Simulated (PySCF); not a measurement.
Molecule: F2BCl, in a box.

```
CELL_PARAMETERS angstrom
12.00000 0.00000 0.00000
0.00000 12.00000 0.00000
0.00000 0.00000 11.00000
ATOMIC_POSITIONS crystal
F 0.47216 0.41451 0.43663
B 0.48382 0.51550 0.48053
F 0.40583 0.58851 0.46176
Cl 0.59266 0.55542 0.56746
```

The cell isn't the ideal one: atoms moved at random, drawn with an rms of 0.05 Å.

Base run:

* Program: PySCF 2.14.0
* Functional: PBE
* Potentials or basis: pob-tzvp-rev2 (all-electron)
* k mesh: 1 × 1 × 1
* Occupations: fixed
* Spin: no spin polarisation

Its results: gap between the frontier levels 7.42 eV.

Problem. After a change of settings the same cell gave: gap between the frontier levels 9.54 eV. Which change was it?
A. functional from PBE to MN15-L; dispersion from none to D3
B. functional from PBE to PBEsol; dispersion from none to D4
C. functional from PBE to B3LYP5
D. functional from PBE to revTPSS; dispersion from none to D3(OP)

Solution. C.

B3LYP5 gives the wider gap, since exact exchange removes part of the self-interaction.

Caveats: this is a molecule in a periodic box at the Γ point, so its band gap is the HOMO-LUMO gap; the basis of atomic orbitals isn't converged, which shifts pressures, moduli and gaps.
